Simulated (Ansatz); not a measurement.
# CH5AlBFSSi: the cost of one run

Program: Ansatz 0.2.0. Level of theory: RKS BLYP-D4/STO-3G. These are calculated values, not measurements.

### 1 Starting point

Bond lengths: C1–B2 1.599 Å, B2–Si3 1.927 Å, Si3–S4 2.103 Å, B2–Al5 2.113 Å, S4–Al5 2.299 Å, Al5–F6 1.822 Å, C1–H7 1.133 Å, C1–H8 1.108 Å, C1–H9 1.042 Å, Si3–H10 1.515 Å, Si3–H11 1.454 Å. Angles (14 of 19 angles, heavy atoms first): C1–B2–Si3 133.5°, C1–B2–Al5 137.9°, Si3–B2–Al5 88.5°, B2–Si3–S4 101.6°, Si3–S4–Al5 79.7°, B2–Al5–S4 90.1°, B2–Al5–F6 134.2°, S4–Al5–F6 135.6°, B2–C1–H7 107.4°, B2–C1–H8 105.7°, B2–C1–H9 114.2°, B2–Si3–H10 109.2°, B2–Si3–H11 111.1°, S4–Si3–H10 108.7°.

As a file:

```xyz
11

C    -0.4305   -0.5586    1.6994
B    -0.1265   -0.0116    0.2283
Si    1.0142   -0.6154   -1.2033
S     0.7255    0.8940   -2.6390
Al   -0.7224    1.6018   -1.0000
F    -1.8600    3.0084   -0.7866
H    -0.1929    0.2766    2.4277
H    -1.5262   -0.7158    1.7399
H     0.1013   -1.4175    1.9549
H     2.4563   -0.5784   -0.7417
H     0.6268   -1.9404   -1.6590
```

### 2 Relaxing the start

The input, input.yaml:

```yaml
crystal:
  periodic: [false, false, false]
  atoms:
    - { symbol: C, position_ang: [-0.4305, -0.5586, 1.6994] }
    - { symbol: B, position_ang: [-0.1265, -0.0116, 0.2283] }
    - { symbol: Si, position_ang: [1.0142, -0.6154, -1.2033] }
    - { symbol: S, position_ang: [0.7255, 0.894, -2.639] }
    - { symbol: Al, position_ang: [-0.7224, 1.6018, -1.0] }
    - { symbol: F, position_ang: [-1.86, 3.0084, -0.7866] }
    - { symbol: H, position_ang: [-0.1929, 0.2766, 2.4277] }
    - { symbol: H, position_ang: [-1.5262, -0.7158, 1.7399] }
    - { symbol: H, position_ang: [0.1013, -1.4175, 1.9549] }
    - { symbol: H, position_ang: [2.4563, -0.5784, -0.7417] }
    - { symbol: H, position_ang: [0.6268, -1.9404, -1.659] }
basis:
  gaussian: { orbitals: STO-3G }
hamiltonian:
  xc: blyp
  dispersion: d4
relax:
  f_tol: 0.02
  max_steps: 40
scf:
  lower_state_search: "off"
output:
  orbitals: {}
```

Command:

```bash
$ ansatz run input.yaml --threads 1 --pin off --max-ram 2048MiB --backend cpu --events-out ev --progress --plain --runs-dir out
```

**Question.** How long does this run take on 1 thread of Intel Xeon Platinum 8375C at 2.90GHz (Ice Lake), shared host, and how much memory does it need?

About 19 s, with a peak of 0.21 GiB.
